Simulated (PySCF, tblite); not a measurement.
# C4H13B2N3: geometry, infrared bands and NMR shifts

Wanted: the infrared bands and NMR shifts of C4H13B2N3 (`CBNB(N)NC1CC1`), by calculation.

Computed with tblite 0.8.0 and PySCF 2.14.0, with density-fitted response routines of our own, on a single molecule in the gas phase. Atoms count from 0, in the outputs and in this text.

## (1) The starting structure

22 atoms, charge 0, multiplicity 1; geometry from: force field or distance geometry start.

Bonds of the start (Å): C0–B1 1.56, B1–N2 1.54, N2–B3 1.51, B3–N4 1.54, B3–N5 1.52, N5–C6 1.43, C6–C7 1.51, C7–C8 1.54, C8–C6 1.51, C0–H9 1.12, C0–H10 1.11, C0–H11 1.12, B1–H12 1.17, N2–H13 1.04, N4–H14 1.02, N4–H15 1.04, N5–H16 1.03, C6–H17 1.13, C7–H18 1.11, C7–H19 1.11, C8–H20 1.11, C8–H21 1.10.

## (2) Optimising the geometry with GFN2-xTB

The job: settings as JSON, then the geometry in Å.

```
{"job": {"kind": "relax", "xc": "GFN2-xTB", "basis": "xTB"}, "charge": 0, "multiplicity": 1}
C     -4.119000     0.472300    -0.386900
B     -2.593100     0.186200    -0.560500
N     -1.725700    -0.033800     0.688200
B     -0.273300    -0.277700     0.364400
N      0.203300    -1.728600     0.521900
N      0.802300     0.786800     0.466400
C      2.074500     0.234000     0.112800
C      3.329200     1.070600     0.127600
C      3.107100    -0.024200     1.184900
H     -4.637200    -0.389800     0.103600
H     -4.351200     1.391000     0.182900
H     -4.599800     0.542400    -1.391700
H     -2.158200     0.060900    -1.640700
H     -2.109800    -0.881100     1.163800
H     -0.520500    -2.357300     0.874500
H      0.716300    -2.067400    -0.316200
H      0.768600     1.358700     1.323500
H      2.056800    -0.533400    -0.710300
H      3.353700     2.070300     0.597800
H      4.081300     0.768700    -0.632200
H      2.950500     0.355000     2.219700
H      3.633800    -0.984500     1.046600
```

On the command line:

```sh
> OMP_NUM_THREADS=1 python probes_run.py task.json out
```

This one command runs all jobs of the session in turn.

**Question.** This job is followed by: GFN2-xTB harmonic vibrations, gas phase; GIAO PBE0/pcSseg-1 NMR shielding, non-relativistic, gas phase. Predict these results of the whole session: strongest single infrared mode (GFN2-xTB); zero-point energy (GFN2-xTB); 13C shifts against TMS (PBE0/pcSseg-1, means over atoms taken as alike); 1H shifts against TMS (PBE0/pcSseg-1, means over atoms taken as alike); 11B shifts against BF3·OEt2 (PBE0/pcSseg-1); 15N shifts against NH3 (PBE0/pcSseg-1); surface potential, 1st and 99th percentile.

**Answer**, as computed:

```
                                                               quantity                                               value
                              strongest single infrared mode (GFN2-xTB)                               1418 cm⁻¹, 931 km/mol
                                           zero-point energy (GFN2-xTB)                                      115.0 kcal/mol
13C shifts against TMS (PBE0/pcSseg-1, means over atoms taken as alike)                                 25.1, 10.5, 9.3 ppm
 1H shifts against TMS (PBE0/pcSseg-1, means over atoms taken as alike)  5.26, 4.68, 3.08, 2.56, 2.04, 0.52, 0.38, 0.37 ppm
                            11B shifts against BF3·OEt2 (PBE0/pcSseg-1)                                      42.0, 20.5 ppm
                                 15N shifts against NH3 (PBE0/pcSseg-1)                               148.0, 74.6, 54.7 ppm
                                  surface potential, 1st and 99th percentile                                  -0.84 V and 1.59 V
```

The optimisation took 156 steps and gained 2.503 eV; among the close pairs (by a distance rule), B1–N2 changed most, from 1.536 to 1.391 Å. All 60 modes are real, so the xTB geometry is a minimum. The strongest single mode, at 1418 cm⁻¹, is spread over several atoms, B3, N5, N2, B1 among them. Unscaled tight-binding wavenumbers are off by several per cent, some by more. Its intensities can rank the bands wrongly. At PBE0/pcSseg-1: Shielding is most anisotropic at N2 (span 190 ppm, paramagnetic term -203 ppm).
